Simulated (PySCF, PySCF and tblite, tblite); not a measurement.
**C4H10B2: a path driven as rotation about a bond, and NMR exchange**

How fast is rotation about a bond in C4H10B2 (`B/C(C)=C\BC`), and when do the exchanging lines merge?

Computed with tblite 0.8.0 (tight binding) and PySCF 2.14.0 (DFT, with response routines of our own); each step states its level. Atoms count from 0 throughout.

### Step 1. The molecule as given

16 atoms, charge 0, multiplicity 1; geometry from: force field or distance geometry start.

Bonds of the start (Å): B0–C1 1.58, B0–H6 1.18, B0–H7 1.19, B4–C5 1.58, B4–H12 1.18, C1–C2 1.50, C1–C3 1.36, C2–H10 1.12, C2–H8 1.11, C2–H9 1.11, C3–B4 1.58, C3–H11 1.10, C5–H13 1.11, C5–H14 1.12, C5–H15 1.10.

### Step 2. GFN2-xTB relaxation, start minimum

Job settings and geometry (Å):

```
{"job": {"xc": "GFN2-xTB", "basis": "xTB", "kind": "relax"}, "charge": 0, "multiplicity": 1}
B     -1.299300     1.739200    -0.079200
C     -1.116700     0.175200    -0.037900
C     -2.341000    -0.685800    -0.121300
C      0.094600    -0.430200     0.011800
B      1.499500     0.277000     0.105700
C      2.821600    -0.593900     0.138900
H     -0.402000     2.499800    -0.050900
H     -2.390100     2.199300    -0.157700
H     -2.525000    -0.957100    -1.184900
H     -2.241200    -1.613900     0.476800
H     -3.243900    -0.145000     0.262000
H      0.129100    -1.527000     0.011700
H      1.595900     1.454600     0.147000
H      2.811000    -1.256800     1.028500
H      3.707400     0.083200     0.203500
H      2.892600    -1.209700    -0.765500
```

On the command line:

```console
OMP_NUM_THREADS=1 python ens_run.py task.json out
```

The driver reads the study from task.json and runs its stages one after another.

The log of the run:

```text
step      E/eV     max force
  0    -437.16418    0.994
  1    -437.22782    0.484
  2    -437.25353    0.528
  3    -437.26429    0.349
  4    -437.26883    0.119
  5    -437.27063    0.106
  6    -437.27318    0.176
  7    -437.27537    0.157
  8    -437.27686    0.084
  9    -437.27765    0.067
 10    -437.27838    0.096
 11    -437.27945    0.127
 12    -437.28098    0.131
 13    -437.28278    0.127
 14    -437.28452    0.111
 15    -437.28625    0.114
 16    -437.28829    0.143
 17    -437.29059    0.162
 18    -437.29259    0.124
 19    -437.29380    0.066
 20    -437.29444    0.061
 21    -437.29497    0.057
 22    -437.29561    0.067
 23    -437.29634    0.061
 24    -437.29698    0.066
 25    -437.29745    0.055
 26    -437.29785    0.044
 27    -437.29835    0.068
 28    -437.29898    0.078
 29    -437.29957    0.060
 30    -437.29994    0.044
 31    -437.30019    0.045
 32    -437.30042    0.050
 33    -437.30074    0.066
 34    -437.30124    0.072
 35    -437.30190    0.070
 36    -437.30270    0.072
 37    -437.30364    0.078
 38    -437.30464    0.079
 39    -437.30565    0.074
 40    -437.30675    0.072
 41    -437.30795    0.077
 42    -437.30908    0.082
 43    -437.30987    0.086
 44    -437.31071    0.137
 45    -437.31171    0.100
 46    -437.31438    0.072
 47    -437.31581    0.081
 48    -437.31742    0.065
 49    -437.31811    0.065
 50    -437.31850    0.145
 51    -437.31930    0.093
 52    -437.32001    0.046
 53    -437.32102    0.041
 54    -437.32134    0.043
 55    -437.32167    0.042
 56    -437.32204    0.045
 57    -437.32251    0.046
 58    -437.32298    0.048
 59    -437.32339    0.058
 60    -437.32374    0.059
 61    -437.32411    0.046
 62    -437.32457    0.056
 63    -437.32501    0.061
 64    -437.32536    0.054
 65    -437.32577    0.047
 66    -437.32628    0.046
 67    -437.32674    0.049
 68    -437.32712    0.050
 69    -437.32750    0.048
 70    -437.32800    0.051
 71    -437.32862    0.055
 72    -437.32926    0.075
 73    -437.32996    0.089
 74    -437.33097    0.092
 75    -437.33229    0.101
 76    -437.33367    0.093
 77    -437.33302    0.258
 78    -437.33513    0.060
 79    -437.33552    0.055
 80    -437.33606    0.045
 81    -437.33638    0.041
 82    -437.33668    0.033
 83    -437.33687    0.030
 84    -437.33711    0.032
 85    -437.33742    0.041
 86    -437.33777    0.042
 87    -437.33809    0.042
 88    -437.33842    0.044
 89    -437.33887    0.056
 90    -437.33967    0.097
 91    -437.34062    0.094
 92    -437.34156    0.085
 93    -437.34219    0.070
 94    -437.34278    0.064
 95    -437.34322    0.065
 96    -437.34386    0.062
 97    -437.34450    0.062
 98    -437.34574    0.075
 99    -437.34688    0.088
100    -437.34816    0.089
101    -437.34949    0.079
102    -437.35067    0.061
103    -437.35140    0.051
104    -437.35179    0.086
105    -437.35190    0.073
106    -437.35242    0.078
107    -437.35281    0.045
108    -437.35315    0.027
109    -437.35354    0.038
110    -437.35364    0.025
111    -437.35381    0.020
112    -437.35392    0.023
113    -437.35403    0.024
114    -437.35412    0.022
115    -437.35417    0.017
116    -437.35421    0.017
117    -437.35425    0.014
118    -437.35428    0.010
119    -437.35430    0.014
120    -437.35432    0.013
121    -437.35434    0.015
122    -437.35440    0.013
123    -437.35447    0.016
124    -437.35453    0.017
125    -437.35459    0.021
126    -437.35465    0.020
127    -437.35471    0.017
128    -437.35479    0.022
129    -437.35486    0.027
130    -437.35494    0.027
131    -437.35505    0.027
132    -437.35518    0.035
133    -437.35536    0.045
134    -437.35555    0.038
135    -437.35570    0.033
136    -437.35578    0.031
137    -437.35588    0.020
138    -437.35599    0.020
139    -437.35608    0.023
140    -437.35620    0.023
141    -437.35632    0.032
142    -437.35651    0.037
143    -437.35675    0.038
144    -437.35700    0.045
145    -437.35711    0.062
146    -437.35734    0.031
147    -437.35762    0.038
148    -437.35815    0.054
149    -437.35859    0.120
150    -437.35915    0.060
151    -437.35960    0.056
152    -437.35988    0.172
153    -437.36064    0.042
154    -437.36105    0.041
155    -437.36168    0.140
156    -437.36227    0.056
157    -437.36279    0.030
158    -437.36335    0.039
159    -437.36362    0.032
160    -437.36385    0.022
161    -437.36395    0.038
162    -437.36404    0.023
163    -437.36412    0.023
164    -437.36421    0.032
165    -437.36428    0.032
166    -437.36444    0.031
167    -437.36459    0.029
168    -437.36475    0.029
169    -437.36492    0.027
170    -437.36512    0.031
171    -437.36531    0.028
172    -437.36543    0.043
173    -437.36557    0.028
174    -437.36568    0.022
175    -437.36581    0.024
176    -437.36590    0.023
177    -437.36600    0.023
178    -437.36608    0.022
179    -437.36613    0.019
180    -437.36616    0.016
181    -437.36620    0.017
182    -437.36625    0.017
183    -437.36632    0.028
184    -437.36642    0.025
185    -437.36656    0.035
186    -437.36673    0.032
187    -437.36691    0.032
188    -437.36711    0.034
189    -437.36729    0.035
190    -437.36740    0.058
191    -437.36702    0.092
192    -437.36775    0.033
193    -437.36785    0.031
194    -437.36797    0.035
195    -437.36808    0.037
196    -437.36816    0.025
197    -437.36827    0.021
198    -437.36832    0.022
199    -437.36838    0.016
200    -437.36843    0.017
201    -437.36851    0.023
202    -437.36859    0.020
203    -437.36866    0.016
204    -437.36869    0.028
205    -437.36873    0.015
206    -437.36874    0.011
207    -437.36876    0.010
208    -437.36878    0.010
209    -437.36879    0.010
210    -437.36880    0.007
211    -437.36880    0.007
212    -437.36881    0.006
213    -437.36883    0.005
214    -437.36884    0.006
215    -437.36884    0.005
216    -437.36885    0.006
217    -437.36885    0.008
218    -437.36887    0.007
219    -437.36888    0.005
220    -437.36888    0.004
221    -437.36889    0.004
222    -437.36889    0.003
223    -437.36889    0.003
224    -437.36889    0.003
225    -437.36889    0.002
```

Wall time 1.2 s (1 thread of Arm Neoverse V1, shared host).

Relaxing gained 0.205 eV and moved the atoms by 0.75 Å on average (rms).

### Step 3. Relaxed scan, rotation

Job settings and geometry (Å):

```
{"job": {"xc": "GFN2-xTB", "basis": "xTB", "coordinate": [["t", [6, 0, 1, 2], 0.25], ["t", [6, 0, 1, 3], 0.25], ["t", [7, 0, 1, 2], 0.25], ["t", [7, 0, 1, 3], 0.25]], "kind": "drive"}, "charge": 0, "multiplicity": 1}
B     -1.197568     1.673482    -0.010275
C     -1.077689     0.122331    -0.045769
C     -2.383257    -0.619477    -0.157589
C      0.098470    -0.533642     0.009816
B      1.436350     0.207546     0.107089
C      2.817264    -0.551184     0.131334
H     -1.305465     2.230045     1.012075
H     -1.270115     2.276146    -1.009718
H     -2.902769    -0.325305    -1.069457
H     -2.225607    -1.696295    -0.171705
H     -3.030976    -0.367037     0.681844
H      0.067496    -1.620816    -0.026351
H      1.412815     1.385232     0.150774
H      3.429946    -0.234004     0.974532
H      3.394489    -0.303599    -0.760069
H      2.729018    -1.634479     0.172058
```

The log of the run:

```text
point  coordinate     E/eV
  0     17.700     -437.36570
  1     32.700     -437.36204
  2     47.700     -437.35338
  3     62.600     -437.33858
  4     77.700     -437.32927
  5     92.800     -437.32202
  6    107.800     -437.32593
  7    122.800     -437.33087
  8    137.900     -437.34351
  9    152.900     -437.36071
 10    167.800     -437.36669
 11    182.800     -437.36784
```

It took 1.9 s on 1 thread of Arm Neoverse V1, shared host.

The highest point is number 5, 1.0 kcal/mol above the first.

### Step 4. Nudged elastic band, leg 1

Changed since step 3:

```diff
@@ -1,2 +1,2 @@
-{"job": {"xc": "GFN2-xTB", "basis": "xTB", "coordinate": [["t", [6, 0, 1, 2], 0.25], ["t", [6, 0, 1, 3], 0.25], ["t", [7, 0, 1, 2], 0.25], ["t", [7, 0, 1, 3], 0.25]], "kind": "drive"}, "charge": 0, "multiplicity": 1}
+{"job": {"xc": "GFN2-xTB", "basis": "xTB", "kind": "neb"}, "charge": 0, "multiplicity": 1}
 B     -1.197568     1.673482    -0.010275
```

The log of the run:

```text
image   E - E0 / eV
  0       0.0000
  1       0.0085
  2       0.0413
  3       0.0487
  4       0.0309
  5       0.0087
  6       0.0001
```

Wall time 1.1 s (1 thread of Arm Neoverse V1, shared host); peak memory 0.19 GiB.

The highest point is number 3, 1.1 kcal/mol above the first.

### Step 5. Saddle search, leg 1

Job settings and geometry (Å):

```
{"job": {"xc": "GFN2-xTB", "basis": "xTB", "kind": "saddle"}, "charge": 0, "multiplicity": 1}
B     -1.323647     1.736060    -0.046632
C     -1.093919     0.201343    -0.066505
C     -2.303504    -0.658520    -0.321802
C      0.100497    -0.399302     0.170430
B      1.489003     0.262239     0.324886
C      2.780164    -0.624561     0.164392
H     -0.442627     2.494132    -0.117775
H     -2.418516     2.140950     0.049590
H     -2.718007    -0.426072    -1.302951
H     -2.069381    -1.721691    -0.287378
H     -3.077762    -0.441419     0.412652
H      0.080852    -1.489761     0.193052
H      1.616158     1.410870     0.504748
H      3.499869    -0.441300     0.961308
H      3.290301    -0.348148    -0.759941
H      2.590520    -1.694821     0.121926
```

The log of the run:

```text
step      E/eV     max force
  0    -437.32023   0.0387
  1    -437.32440   0.0987
  2    -437.32222   0.0255
  3    -437.32447   0.0284
  4    -437.32587   0.0648
  5    -437.32508   0.0272
  6    -437.32564   0.0226
  7    -437.32629   0.0272
  8    -437.32698   0.0262
  9    -437.32758   0.1052
 10    -437.32742   0.0171
 11    -437.32793   0.0091
 12    -437.32855   0.0308
 13    -437.32815   0.0071
 14    -437.32849   0.0116
 15    -437.32879   0.0181
 16    -437.32913   0.0122
 17    -437.32956   0.0269
 18    -437.32987   0.0603
 19    -437.32971   0.0151
 20    -437.32993   0.0152
 21    -437.33011   0.0090
 22    -437.33037   0.0242
 23    -437.33059   0.0362
 24    -437.33083   0.0392
 25    -437.33102   0.0369
 26    -437.33127   0.0328
 27    -437.33141   0.0399
 28    -437.33153   0.0206
 29    -437.33161   0.0202
 30    -437.33165   0.0189
 31    -437.33168   0.0055
 32    -437.33168   0.0046
 33    -437.33169   0.0017
lowest wavenumbers (cm-1): -89.7 60.7 83.1 117.5 147.7 213.5
```

It took 5 s on 1 thread of Arm Neoverse V1, shared host; peak memory 0.19 GiB.

Point group C1; 1 imaginary mode, 90i cm⁻¹, carried by H7, H6, C5. It was not shown to link both ends.

[end of part 1 of 2]
